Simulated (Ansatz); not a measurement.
Rb3Sn under changes of volume

One of the cells (50.551 Å³/atom); the others are scaled copies at fixed shape and fractional positions:

```xyz
4
Lattice="0.0000 4.6586 4.6586 4.6586 0.0000 4.6586 4.6586 4.6586 0.0000" Properties=species:S:1:pos:R:3 pbc="T T T"
Sn    0.0000    0.0000    0.0000
Rb    4.6586    4.6586    4.6586
Rb    6.9879    6.9879    6.9879
Rb    2.3293    2.3293    2.3293
```

The cell comes from a database or a generator and needn't be the stable form of this composition.

| Item | Value |
| --- | --- |
| Program | Ansatz 0.2.0 |
| Functional | PBE |
| Potentials or basis | Ansatz PAW |
| Cutoff | 420 eV (not typed: the program's choice for these potentials) |
| k mesh | 5 × 5 × 5 |
| Occupations | fermi-dirac, width 0.05 eV |
| Spin | no spin polarisation |

```csv
volume (Å³/atom),energy over the lowest point (meV/atom),pressure (GPa)
47.518,4.13,0.5
48.529,?,?
49.540,0.34,0.2
50.551,0.00,0.0
51.562,0.53,-0.1
52.573,1.80,-0.2
53.584,3.76,-0.4
```

Problem. What does the run at 48.529 Å³/atom give?

Solution. Energy over the lowest point 1.68 meV/atom; pressure 0.3 GPa.

Worked out: A Birch-Murnaghan fit of order 3 (a polynomial in V^(-2/3)) to the other rows has its minimum at 50.42 Å³/atom with B0 = V·E''(V) = 7.0 GPa and B' = 5.5. It gives 1.67 meV/atom at 48.529 Å³/atom, against the run's 1.68, and -dE/dV = 0.3 GPa, against 0.3.

Energies are extrapolated to zero smearing.
